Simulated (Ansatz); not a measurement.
**CH3ClSSi: how energies converge with the basis set**

How large a basis does CH3ClSSi need? Two functionals are run in growing sets.

Computed with Ansatz 0.2.0, Gaussian basis. Level: one geometry, several basis sets.

The runs, in order: PBE0-D4/def2-SVP; ωB97M-V/def2-SVP; PBE0-D4/def2-QZVPP; ωB97M-V/def2-QZVPP; the functionals' def2-TZVPP values are taken from earlier runs.

### Step 1. Structure used throughout

The geometry comes from an earlier relaxation with PBE0-D4 in a triple-zeta def2 set; it is a stationary point, not always the lowest conformer.

SMILES `Cl[SiH]1CS1`, 7 atoms, charge 0, spin multiplicity 1.

Atoms are counted from 1 here; the program's logs count them from 0.

Bond lengths: Cl1–Si2 2.036 Å, Si2–C3 1.827 Å, Si2–S4 2.068 Å, Si2–H5 1.472 Å, C3–S4 1.880 Å, C3–H6 1.086 Å, C3–H7 1.086 Å. Angles: Cl1–Si2–C3 119.4°, Cl1–Si2–S4 120.5°, Cl1–Si2–H5 109.0°, C3–Si2–S4 57.3°, C3–Si2–H5 122.3°, S4–Si2–H5 120.4°, Si2–C3–S4 67.8°, Si2–C3–H6 119.3°, Si2–C3–H7 121.1°, S4–C3–H6 112.6°, S4–C3–H7 113.1°, H6–C3–H7 113.7°, Si2–S4–C3 54.9°.

### Step 2. PBE0-D4 in def2-SVP

in.yaml

```yaml
crystal:
  periodic: [false, false, false]
  atoms:
    - {symbol: Cl, position_ang: [0.964776, -1.797034, -1.507075]}
    - {symbol: Si, position_ang: [-0.003359, -0.857236, 0.018318]}
    - {symbol: C, position_ang: [-0.156981, 0.963413, -0.004954]}
    - {symbol: S, position_ang: [1.031868, 0.366906, 1.323898]}
    - {symbol: H, position_ang: [-1.080878, -1.730485, 0.511768]}
    - {symbol: H, position_ang: [0.340662, 1.528341, -0.787407]}
    - {symbol: H, position_ang: [-1.034889, 1.458095, 0.399652]}
basis:
  gaussian: {orbitals: def2-SVP}
hamiltonian: {xc: pbe0, dispersion: d4}
output: {orbitals: {seedname: orbitals}}
```

Started as:

```sh
> ansatz run in.yaml --threads 2 --pin off --events-out ev --progress --plain --max-ram 4352MiB
```

The runs that follow: ωB97M-V in def2-SVP; PBE0-D4 in def2-QZVPP; ωB97M-V in def2-QZVPP.

**Question.** What will the summary of the whole plan be? Wanted: PBE0-D4: double and triple zeta above quadruple; ωB97M-V: double and triple zeta above quadruple.

**Answer**, as computed:

| quantity | value |
| --- | --- |
| PBE0-D4: double and triple zeta above quadruple | 13.24, 1.02 eV |
| ωB97M-V: double and triple zeta above quadruple | 13.16, 0.97 eV |

In words: PBE0-D4 gains 12.22 eV from double to triple zeta, then 1.02 eV more. Total energies overstate the basis error of differences, where much of it tends to cancel. The LUMO of ωB97M-V is positive and keeps falling with the basis (2.02 to 1.22 eV): an unbound level that the basis holds in place.
